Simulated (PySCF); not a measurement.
# A diatomic session: GdH

One job finds the state of GdH, follows it along the bond with each method and fits the curves.

Computed with PySCF 2.14.0. Level: Gd x2c-SVPall, H x2c-SVPall, spin-free X2C with a Gaussian nucleus.

## Step 1: Set-up

Settings of the job:

* atoms: Gd, H
* charge: 0
* basis: Gd x2c-SVPall, H x2c-SVPall
* Hamiltonian: spin-free X2C with a Gaussian nucleus
* basis functions: 90
* electrons treated: 65
* masses in u: 157.9241, 1.0078
* levels: PBE0, PBE, r²SCAN, TPSSh, M06-2X, CAM-B3LYP, HF, MP2, SCS-MP2, CCSD, CCSD(T)
* grid: 80 radial by 434 angular points
* occupations: held fixed by the projection of orbital angular momentum
* dissociation limit: Gd + H, each in its ground configuration
* starting distance in angstrom: 1.840
* values of 2S to try: 5, 7, 9

The run is started by

```console
$ OMP_NUM_THREADS=2 python dia.py task.json out
```

The runs that follow: First curve: PBE0; Higher solutions at PBE0; PBE (GGA); r²SCAN (meta-GGA); TPSSh (hybrid meta-GGA); M06-2X (hybrid meta-GGA); CAM-B3LYP (range-separated hybrid); ROHF (mean field); Correlated methods on the Hartree–Fock reference.

What does the calculation give? Wanted: for each run, Re; ωe; De; μ.

**Answer**, as computed:

Lowest PBE0 solution found, without spin–orbit coupling: octet, unpaired electrons σ ↑, π ↑↑, δ ↑↑, φ ↑↑, about 7.0 electrons in the 4f shell (Mulliken). State 2 has its PBE0 minimum 0.08 eV higher. State 3 has its PBE0 minimum 0.92 eV higher, as a spin-mixed determinant (⟨S²⟩ = 10.67), so this is no gap between pure states. The other levels ran on the lowest alone.

```
       level  Re (Å)  ωe (cm⁻¹)  De (eV)  μ (D)
        ROHF   2.000       1487     1.74  -2.11
    ROHF-MP2   1.927       1583     2.23    n/a
ROHF-SCS-MP2   1.940       1570     2.39    n/a
   ROHF-CCSD   1.947       1546     2.46    n/a
ROHF-CCSD(T)   1.947       1539     2.49    n/a
      r²SCAN   1.957       1451     2.71  -2.42
       TPSSh   1.956       1457     2.91  -2.08
        PBE0   1.945       1484     2.58  -2.04
      M06-2X   1.966       1474     2.41  -2.38
   CAM-B3LYP   1.946       1491     2.76  -2.10
```

De is counted to Gd + H in their ground configurations. A positive dipole means Gd(−)H(+). No constants: PBE (the points don't follow one smooth fit).

Differences from CCSD(T) in the same basis:

```
       level  Re (mÅ)  ωe (%)
        ROHF      +53    -3.4
    ROHF-MP2      -20    +2.9
ROHF-SCS-MP2       -7    +2.0
   ROHF-CCSD        0    +0.5
      r²SCAN      +10    -5.7
       TPSSh       +8    -5.3
        PBE0       -2    -3.6
      M06-2X      +19    -4.2
   CAM-B3LYP       -1    -3.1
```

In words: Against CCSD(T) in the same basis, the bond length is nearest at ROHF-CCSD (0 mÅ) and farthest at ROHF (+53 mÅ); the wavenumber is nearest at ROHF-CCSD (+0.5 %) and farthest at r²SCAN (-5.7 %). CCSD(T) in a basis this small is itself some way from its limit, more so than the functionals. Of the levels with a De here, ROHF gives the least (1.74 eV) and TPSSh the most (2.91 eV).

Correlated steps freeze 18 core orbitals. Spin–orbit coupling is left out, which matters for elements this heavy, above all for dissociation energies. With d or f electrons several states lie close, and the lowest PBE0 determinant need not be the measured ground state. At some levels the lowest empty orbital lies below the highest filled one (the two can be of opposite spin). With spin–orbit coupling the term label itself may not hold.
